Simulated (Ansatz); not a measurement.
Run this with the Python package of Ansatz (0.2.0) and show what comes out.

`bfh5nosi2.py`
```python
"""Single point of BFH5NOSi2."""

import ansatz as az

GEOMETRY = """
O    -0.07570   -1.49830    1.93710
Si   -0.66280   -0.08650    1.03870
F    -1.18430    1.11780    2.10390
N     0.76380    0.55320    0.03140
B     0.07010    1.33070   -1.13760
Si    0.87180   -0.46510   -1.35920
H     0.67380   -1.12270    2.45660
H    -1.77420   -0.45500    0.20260
H    -0.50310    2.30020   -1.49050
H    -0.21910   -1.41100   -1.65750
H     2.10510   -0.32030   -2.10490
"""

bfh5nosi2 = az.Crystal.molecule()
for line in GEOMETRY.strip().splitlines():
    symbol, *xyz = line.split()
    bfh5nosi2 = bfh5nosi2.atom(symbol, [float(v) for v in xyz])

setup = (
    bfh5nosi2.calculation()
    .basis(gaussian="def2-SVPD")  # the orbital basis, by name
    .functional("b3lyp")
)
outcome = setup.run(threads=1, backend="cpu")
report = outcome.report

for key in ("converged", "free_energy_ev", "reference_energy_ev", "n_frozen", "n_occupied", "n_virtual"):
    print(f"{key:22s} {report[key]}")
```

```console
$ python bfh5nosi2.py
converged              True
free_energy_ev         -22759.504842869974
reference_energy_ev    -22759.504842869974
n_frozen               0
n_occupied             [31, 31]
n_virtual              [143, 143]
```

Reading the output:
- These settings explore the input space; basis and method may be short of convergence.
- The geometry is a force-field or estimated start, not a minimum of this method, and the basis set is short of its limit.
- b3lyp holds the VWN-RPA fit, as in Gaussian; the form of ORCA and Turbomole is b3lyp5.
- Hardware and time: 6 s on 1 thread of Intel(R) Xeon(R) 6975P-C (Granite Rapids), with other jobs on the host, peak memory 0.44 GiB.

(A comment or docstring line of the script was reworded after the run, the code is as it ran; lines on the test bed's own set-up are left out of the output.)
